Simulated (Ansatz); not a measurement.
**C6H5BF2: how energies converge with the basis set**

One table from this session's results is given with a row withheld; the runs are named, their logs left out.

Computed with Ansatz 0.2.0, Gaussian basis. Level: one geometry, several basis sets.

Levels to be run: PBE0-D4/def2-SVP; ωB97M-V/def2-SVP; PBE0-D4/def2-QZVPP; ωB97M-V/def2-QZVPP; the functionals' def2-TZVPP values are taken from earlier runs.

### The geometry

An earlier PBE0-D4 in a triple-zeta def2 set relaxation fixed the geometry.

SMILES `FB(F)c1ccccc1`, 14 atoms, charge 0, spin multiplicity 1.

Atoms are counted from 1 here; the program's logs count them from 0.

Bond lengths: F1–B2 1.324 Å, B2–F3 1.324 Å, B2–C4 1.543 Å, C4–C5 1.397 Å, C4–C9 1.397 Å, C5–C6 1.384 Å, C5–H10 1.085 Å, C6–C7 1.388 Å, C6–H11 1.084 Å, C7–C8 1.388 Å, C7–H12 1.084 Å, C8–C9 1.384 Å, C8–H13 1.084 Å, C9–H14 1.085 Å. Angles: F1–B2–F3 116.4°, F1–B2–C4 121.8°, F3–B2–C4 121.8°, B2–C4–C5 120.7°, B2–C4–C9 120.7°, C5–C4–C9 118.7°, C4–C5–C6 120.7°, C4–C5–H10 119.4°, C6–C5–H10 119.9°, C5–C6–C7 119.8°, C5–C6–H11 120.2°, C7–C6–H11 120.0°, C6–C7–C8 120.3°, C6–C7–H12 119.9°, C8–C7–H12 119.9°, C7–C8–C9 119.8°, C7–C8–H13 120.0°, C9–C8–H13 120.2° and more.

Geometry (Å):

```
F    -1.0570   -2.8657   -1.2189
B    -0.6012   -2.3145   -0.1051
F    -0.4956   -3.1118    0.9462
C    -0.2138   -0.8224   -0.0360
C    -0.3334   -0.0024   -1.1612
C     0.0137    1.3364   -1.1008
C     0.4860    1.8736    0.0890
C     0.6112    1.0739    1.2168
C     0.2634   -0.2646    1.1531
H    -0.7026   -0.4239   -2.0898
H    -0.0826    1.9641   -1.9791
H     0.7581    2.9221    0.1376
H     0.9803    1.4971    2.1439
H     0.3606   -0.8910    2.0331
```

The first run:

in.yaml

```yaml
crystal:
  periodic: [false, false, false]
  atoms:
    - {symbol: F, position_ang: [-1.057009, -2.865656, -1.218933]}
    - {symbol: B, position_ang: [-0.601232, -2.314525, -0.105129]}
    - {symbol: F, position_ang: [-0.495579, -3.111771, 0.946191]}
    - {symbol: C, position_ang: [-0.213826, -0.822419, -0.035976]}
    - {symbol: C, position_ang: [-0.333409, -0.002430, -1.161208]}
    - {symbol: C, position_ang: [0.013744, 1.336427, -1.100784]}
    - {symbol: C, position_ang: [0.485963, 1.873565, 0.089019]}
    - {symbol: C, position_ang: [0.611232, 1.073885, 1.216831]}
    - {symbol: C, position_ang: [0.263404, -0.264645, 1.153128]}
    - {symbol: H, position_ang: [-0.702616, -0.423871, -2.089778]}
    - {symbol: H, position_ang: [-0.082556, 1.964092, -1.979135]}
    - {symbol: H, position_ang: [0.758090, 2.922090, 0.137644]}
    - {symbol: H, position_ang: [0.980287, 1.497057, 2.143902]}
    - {symbol: H, position_ang: [0.360607, -0.890999, 2.033130]}
basis:
  gaussian: {orbitals: def2-SVP}
hamiltonian: {xc: pbe0, dispersion: d4}
output: {orbitals: {seedname: orbitals}}
```

Started as:

```console
> ansatz run in.yaml --threads 2 --pin off --events-out ev --progress --plain --max-ram 31744MiB --backend cpu
```

Steps of the session up to this table: PBE0-D4 in def2-SVP; ωB97M-V in def2-SVP; PBE0-D4 in def2-QZVPP; ωB97M-V in def2-QZVPP.

One of the session's tables, all rows but one given; the rest of the session is left out.

It belongs to the step «Density functionals: the series». 

```
functional       basis  HOMO (eV)
   PBE0-D4    def2-SVP      -7.66
   PBE0-D4  def2-TZVPP      -7.69
   PBE0-D4  def2-QZVPP      -7.71
   ωB97M-V    def2-SVP          ?
   ωB97M-V  def2-TZVPP      -9.77
   ωB97M-V  def2-QZVPP      -9.78
```

**Question.** Estimate the row for ωB97M-V, def2-SVP.

As computed: HOMO (eV): -9.73. In the column «HOMO (eV)» it lies between ωB97M-V, def2-TZVPP (-9.77) and PBE0-D4, def2-QZVPP (-7.71).
